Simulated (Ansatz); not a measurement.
# CH₃FZn: one species, many methods

An exercise on one series of results from a longer session: the logs are not shown, and one member is left open.

Program: Ansatz 0.2.0, Gaussian basis. Level of theory: functionals in def2-TZVPP, the program's frozen cores in correlated methods. These are calculated values, not measurements.

Plan: LDA (SPW92), PBE-D4, revPBE-D4, BLYP-D4, r2SCAN-D4, B97M-V, PBE0-D4, B3LYP-D4, r2SCANh-D4, r2SCAN0-D4, HSE06-D4, BHLYP-D4, CAM-B3LYP-D4, LC-ωPBE, ωB97X-V, ωB97M-V, B2PLYP, PBE-QIDH; CCSD(T)/def2-SVP; CCSD(T)/def2-TZVPP; MP2/def2-QZVPP; extrapolation to the limit; RPA on PBE.

### The geometry

All runs share one geometry, relaxed beforehand with PBE0-D4 in a triple-zeta def2 set.

SMILES `[CH3][Zn][F]`, 6 atoms, charge 0, spin multiplicity 1.

Atoms are counted from 1 here; the program's logs count them from 0.

Bond lengths: C1–Zn2 1.913 Å, C1–H4 1.091 Å, C1–H5 1.091 Å, C1–H6 1.091 Å, Zn2–F3 1.755 Å. Angles: Zn2–C1–H4 110.3°, Zn2–C1–H5 110.3°, Zn2–C1–H6 110.3°, H4–C1–H5 108.6°, H4–C1–H6 108.6°, H5–C1–H6 108.6°, C1–Zn2–F3 180.0°.

The first run:

in.yaml

```yaml
crystal:
  periodic: [false, false, false]
  atoms:
    - {symbol: C, position_ang: [0.465662, -0.419566, 0.405726]}
    - {symbol: Zn, position_ang: [-0.719123, 0.636673, -0.662249]}
    - {symbol: F, position_ang: [-1.805796, 1.605437, -1.641780]}
    - {symbol: H, position_ang: [0.041561, -1.410734, 0.575066]}
    - {symbol: H, position_ang: [1.428114, -0.533812, -0.095858]}
    - {symbol: H, position_ang: [0.631682, 0.057901, 1.372894]}
basis:
  gaussian: {orbitals: def2-TZVPP}
hamiltonian: {xc: lda}
output: {orbitals: {seedname: orbitals}}
```

On the command line:

```console
> ansatz run in.yaml --threads 4 --pin off --events-out ev --progress --plain --max-ram 10444MiB
```

Steps of the session up to this table: LDA; PBE-D4 (GGA); revPBE-D4 (GGA); BLYP-D4 (GGA); r2SCAN-D4 (meta-GGA); B97M-V (meta-GGA); PBE0-D4 (hybrid); B3LYP-D4 (hybrid); r2SCANh-D4 (hybrid); r2SCAN0-D4 (hybrid); HSE06-D4 (hybrid); BHLYP-D4 (hybrid); CAM-B3LYP-D4 (range-separated); LC-ωPBE (range-separated); ωB97X-V (range-separated); ωB97M-V (range-separated); B2PLYP (double hybrid); PBE-QIDH (double hybrid).

One of the session's tables, all rows but one given; the rest of the session is left out.

It belongs to the step «Orbital energies across the functionals». 

| functional | HOMO (eV) | gap (eV) |
| --- | --- | --- |
| LDA (SPW92) | -7.89 | 6.34 |
| PBE-D4 | -7.63 | 6.27 |
| revPBE-D4 | -7.53 | 6.26 |
| BLYP-D4 | -7.52 | 6.15 |
| r2SCAN-D4 | -7.84 | 6.86 |
| B97M-V | -7.82 | 6.51 |
| PBE0-D4 | -8.78 | 8.27 |
| B3LYP-D4 | -8.61 | 7.75 |
| r2SCANh-D4 | -8.28 | 7.60 |
| r2SCAN0-D4 | -8.94 | 8.68 |
| HSE06-D4 | -8.37 | 7.50 |
| BHLYP-D4 | -9.86 | 9.97 |
| CAM-B3LYP-D4 | -10.20 | 10.47 |
| LC-ωPBE | -11.56 | 13.08 |
| ωB97X-V | ? | ? |
| ωB97M-V | -11.04 | 12.00 |

Estimate the missing values for ωB97X-V.

The run gave: HOMO (eV): -11.14; gap (eV): 12.48. In the column «HOMO (eV)» it lies between LC-ωPBE (-11.56) and ωB97M-V (-11.04).
